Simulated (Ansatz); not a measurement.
# Nudged elastic band run: Si

input.yaml

```yaml
crystal:
  lattice:
    - [0.0, 5.43, 5.43]
    - [5.43, 0.0, 5.43]
    - [5.43, 5.43, 0.0]
  atoms:
    - { symbol: Si, position: [0.00244537, -0.00260978, 0.00269498] }
    - { symbol: Si, position: [0.12510201, 0.12664864, 0.12317034] }
    - { symbol: Si, position: [0.00350659, -0.00282701, 0.49581029] }
    - { symbol: Si, position: [0.13071937, 0.12345042, 0.62228477] }
    - { symbol: Si, position: [0.00044734, 0.50032999, -0.00119876] }
    - { symbol: Si, position: [0.12508613, 0.6249828, 0.1231963] }
    - { symbol: Si, position: [0.00342946, 0.50344585, 0.49584083] }
    - { symbol: Si, position: [0.12499084, 0.62483282, 0.62522017] }
    - { symbol: Si, position: [0.4974885, -0.00261363, 0.00268533] }
    - { symbol: Si, position: [0.62222408, 0.12217236, 0.13339129] }
    - { symbol: Si, position: [0.49925265, -0.00054261, 0.50199172] }
    - { symbol: Si, position: [0.62354407, 0.12342115, 0.62227072] }
    - { symbol: Si, position: [0.4974753, 0.50241997, 0.0026522] }
    - { symbol: Si, position: [0.62675937, 0.62497836, 0.12320342] }
    - { symbol: Si, position: [0.4973153, 0.50342399, 0.49584908] }
    - { symbol: Si, position: [0.62344251, 0.63091869, 0.62222362] }
    - { symbol: Si, position: [0.74942381, 0.24960788, 0.7515031] }
basis:
  ecutwfc: 420.0
kpoints:
  mp_grid: { grid: [2, 2, 2] }
hamiltonian:
  xc: pbe
  pseudopotentials: { kind: paw, azcp: { folder: soft_1 } }
scf:
  occupations: { method: gaussian, width: 0.05 }
  lower_state_search: "off"
neb:
  images: 5
  f_tol: 0.03
  initial_path: linear
  max_iterations: 48
  final_atoms:
    - { symbol: Si, position: [-0.00137776, 0.00048611, 0.00056503] }
    - { symbol: Si, position: [0.12799474, 0.12190166, 0.12205623] }
    - { symbol: Si, position: [0.00236143, -0.00661127, 0.50225604] }
    - { symbol: Si, position: [0.128175, 0.12198193, 0.62821133] }
    - { symbol: Si, position: [0.00223484, 0.50210615, -0.00627948] }
    - { symbol: Si, position: [0.12810583, 0.62815135, 0.12212395] }
    - { symbol: Si, position: [0.00260101, 0.50232847, 0.50242391] }
    - { symbol: Si, position: [0.12592106, 0.62482521, 0.62514691] }
    - { symbol: Si, position: [0.50040704, 0.00030867, 0.00033262] }
    - { symbol: Si, position: [0.62488258, 0.12502474, 0.12498562] }
    - { symbol: Si, position: [0.50058274, 0.00037731, 0.49876835] }
    - { symbol: Si, position: [0.62225568, 0.12174235, 0.62799207] }
    - { symbol: Si, position: [0.50051889, 0.49882628, 0.00039205] }
    - { symbol: Si, position: [0.62217065, 0.62800421, 0.1218122] }
    - { symbol: Si, position: [0.49451661, 0.50185287, 0.50187695] }
    - { symbol: Si, position: [0.62239384, 0.62804375, 0.62803429] }
    - { symbol: Si, position: [0.87588265, 0.37484895, 0.37516068] }
  order_check: true
```

Command:

```bash
$ ansatz run input.yaml --threads 1 --pin off --max-ram 3072MiB --backend cpu --events-out ev --progress --plain --runs-dir out
```

Output, in part (warnings, iteration lines):

```
NEB end point (image 0): max|allowed force component| = 2.062e-2 eV/Å (the criterion of neb.relax_end_points is 1.000e-2)
NEB end point (image 6): max|allowed force component| = 1.664e-2 eV/Å (the criterion of neb.relax_end_points is 1.000e-2)
NEB iter   1: max|band force component| = 1.542e0 eV/Å  barrier→ = 0.9712 eV  barrier← = 0.9717 eV  Δτ_max = 0.1383 Å  (58 SCF iters)
NEB iter   2: max|band force component| = 6.953e-1 eV/Å  barrier→ = 0.5266 eV  barrier← = 0.5271 eV  Δτ_max = 0.1829 Å  (35 SCF iters)
NEB iter   3: max|band force component| = 4.150e-1 eV/Å  barrier→ = 0.3602 eV  barrier← = 0.3607 eV  CI = image 2  Δτ_max = 0.1811 Å  (36 SCF iters)
NEB iter   4: max|band force component| = 2.456e-1 eV/Å  barrier→ = 0.3118 eV  barrier← = 0.3123 eV  CI = image 2  Δτ_max = 0.1616 Å  (32 SCF iters)
NEB iter   5: max|band force component| = 2.723e-1 eV/Å  barrier→ = 0.3098 eV  barrier← = 0.3102 eV  CI = image 3  Δτ_max = 0.1966 Å  (32 SCF iters)
NEB iter   6: max|band force component| = 2.718e-1 eV/Å  barrier→ = 0.3387 eV  barrier← = 0.3392 eV  CI = image 2  Δτ_max = 0.1958 Å  (31 SCF iters)
NEB iter   7: max|band force component| = 8.160e-1 eV/Å  barrier→ = 0.4792 eV  barrier← = 0.4796 eV  CI = image 2  Δτ_max = 0.0999 Å  (31 SCF iters)
NEB iter   8: max|band force component| = 7.477e-1 eV/Å  barrier→ = 0.4394 eV  barrier← = 0.4399 eV  CI = image 2  Δτ_max = 0.1982 Å  (28 SCF iters)
[... lines left out ...]
```

It converged. The band force fell under the threshold earlier too, but the program's further tests of the path sent the band on. By the program's own check the climbing image is a first-order saddle point (lowest curvatures found: -0.21 and 0.61 eV/Å²). Limits of this set-up: coarse k mesh, a small cell, in which the defect meets its images, a typed lattice constant that wasn't relaxed here.

Final band (atoms are numbered from 1 in the order of the input):

```tsv
image	path coordinate (Å)	energy (eV)	Si10–Si17 (Å)	Si5–Si17 (Å)
0	0.00	0.00	2.39	4.70
1	0.42	0.05	2.43	4.38
2	0.84	0.23	2.50	4.01
3	1.26	0.29	2.74	3.59
4	1.68	0.31	3.15	3.15
5	2.43	0.20	4.02	2.53
6	3.18	0.00	4.70	2.39
```

Time of the run: 29 min on 1 thread of AMD EPYC 7R43 64-Core Processor (Zen 3), with other jobs on the host, peak memory 0.91 GiB.
